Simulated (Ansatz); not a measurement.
TiH, space group Fm-3m: a frozen displacement of one atom, run with Ansatz 0.2.0, Python API.

Input file `tih.extxyz`:
```text
2
Lattice="0.0 2.08969722 2.08969722 2.08969722 0.0 2.08969722 2.08969722 2.08969722 0.0" Properties=species:S:1:pos:R:3 pbc="T T T"
Ti    0.00000000    0.00000000    0.00000000
H     2.08969722    2.08969722    2.08969722
```

The script, `push_tih.py`:
```python
import ansatz
import numpy as np

SETTINGS = {
    'smearing': 'Marzari-Vanderbilt',
    'tolerance': 1e-08,
}

tih = ansatz.Crystal.from_extxyz('tih.extxyz')

inverse = np.linalg.inv(np.array(tih.lattice.vectors))
home = np.array(tih.sites[1].position)
values = np.linspace(-0.05, 0.05, 5)
energies, pulls = [], []
for shift in values:
    moved = tih.move(1, to=home + shift * inverse[0])
    base = (
        moved.calculation()
        .functional(ansatz.Functional.LDA)
        .pseudopotentials('paw')
        .basis(12 * ansatz.Ha)
        .accuracy('low')
        .kpoints(7)
        .occupations(SETTINGS['smearing'])
        .scf(tolerance=SETTINGS['tolerance'])
        .forces()
    )
    summary = base.run(threads=1, backend='cpu').report
    energies.append(summary['free_energy_ev'])
    pulls.append(summary['forces_ev_ang'][1][0])

print('shift (A)   dE (eV)   force along x (eV/A)')
for shift, e, f in zip(values, energies, pulls):
    print(f'{shift:8.3f} {e - energies[2]:10.5f} {f:12.4f}')
print(f'stiffness from energies {2 * np.polyfit(values, energies, 2)[0]:.3f}, from forces {-np.polyfit(values, pulls, 1)[0]:.3f} eV/A^2')
```

How stiff is this displacement, and do energies and forces agree?

The curvature of the energy gives 2.851 eV/Å² and the slope of the force 2.859 eV/Å², a positive curvature.

The output:

```console
$ python push_tih.py
DeckWarning: basis.ecutwfc = 326.536634951856 eV is below the records' recommended 420 eV, and the density's cutoff is lower with it unless basis.ecutrho_ratio is high enough to keep the records' density cutoff: compare with a run at a higher cutoff
shift (A)   dE (eV)   force along x (eV/A)
  -0.050    0.00356       0.1432
  -0.025    0.00089       0.0710
   0.000    0.00000       0.0000
   0.025    0.00089      -0.0710
   0.050    0.00356      -0.1432
stiffness from energies 2.851, from forces 2.859 eV/A^2
```
(Warnings from the package without file and line.)

Notes:
- These settings explore the input space; cutoff and mesh may be short of convergence.
- The cutoff lies under the one recommended for these potentials.
- The mesh is modest for a metal, so energies can be off by several to tens of meV an atom and pressures by half a GPa or more; differences at equal mesh fare better.
- In a metal a curvature from energy changes of a few meV or less hangs on mesh and smearing, in size and even in sign.
- This cell is a computed structure, which may not be the phase found in nature.
- All periodic images of the atom move with it, so the curvature is one diagonal element of the zone-centre force constants and no normal mode; a positive value doesn't exclude soft modes in which several atoms move.
- Run time: 2.5 s on 1 thread of INTEL(R) XEON(R) PLATINUM 8581C CPU @ 2.10GHz (Emerald Rapids), on a shared host, peak memory 0.36 GiB.

(Lines on the test bed's own set-up are left out of the output.)
